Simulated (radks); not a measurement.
**As¹⁹⁺ in [Ne] 3s2 3p2: an all-electron calculation**

The task here is to estimate one member of a computed series from the others.

Method: Dirac Kohn-Sham, XLYP, spin-unpolarised, spherical densities, finite nucleus; open shells fill j = l - 1/2 first. Code: radks (a radial shooting solver on a logarithmic mesh, Libxc functionals) version 1.

**The system**

- element: arsenic (Z = 33)
- charge: +19
- electrons: 14
- configuration: [Ne] 3s2 3p2
- nuclear rms radius: 4.0968 fm

The first run:

Settings of this run:

```text
Z 33
configuration [Ne] 3s2 3p2
relativity Dirac
functional xlyp
spin unpolarised
j_filling energy
nucleus finite rms 4.0968 fm
c 137.035999084
```

Among the steps run: Self-consistent calculation.

One table of the session follows, with a row left open; its other results are not shown here.

It belongs to the step «Orbitals and density». From the orbitals of this run (lengths in bohr):

| level | <r> | outermost maximum (interpolated) | 90 % within | nodes |
| --- | --- | --- | --- | --- |
| 1s1/2 | 0.04549 | 0.0297 | 0.0813 | 0 |
| 2s1/2 | 0.2002 | 0.169 | 0.309 | 1 |
| 2p1/2 | 0.1724 | 0.133 | 0.281 | 0 |
| 2p3/2 | 0.1759 | 0.136 | 0.286 | 0 |
| 3s1/2 | 0.5085 | 0.476 | 0.739 | 2 |
| 3p1/2 | ? | ? | ? | ? |
| 3p3/2 | 0.5001 | 0.464 | 0.741 | 1 |

Q: Estimate the row for 3p1/2 from the others.

The run gave: <r>: 0.4944; outermost maximum (interpolated): 0.458; 90 % within: 0.733; nodes: 1. In the column «<r>» it lies between 2s1/2 (0.2002) and 3p3/2 (0.5001).

Limits of these values: Spin polarisation and multiplet splitting are left out.
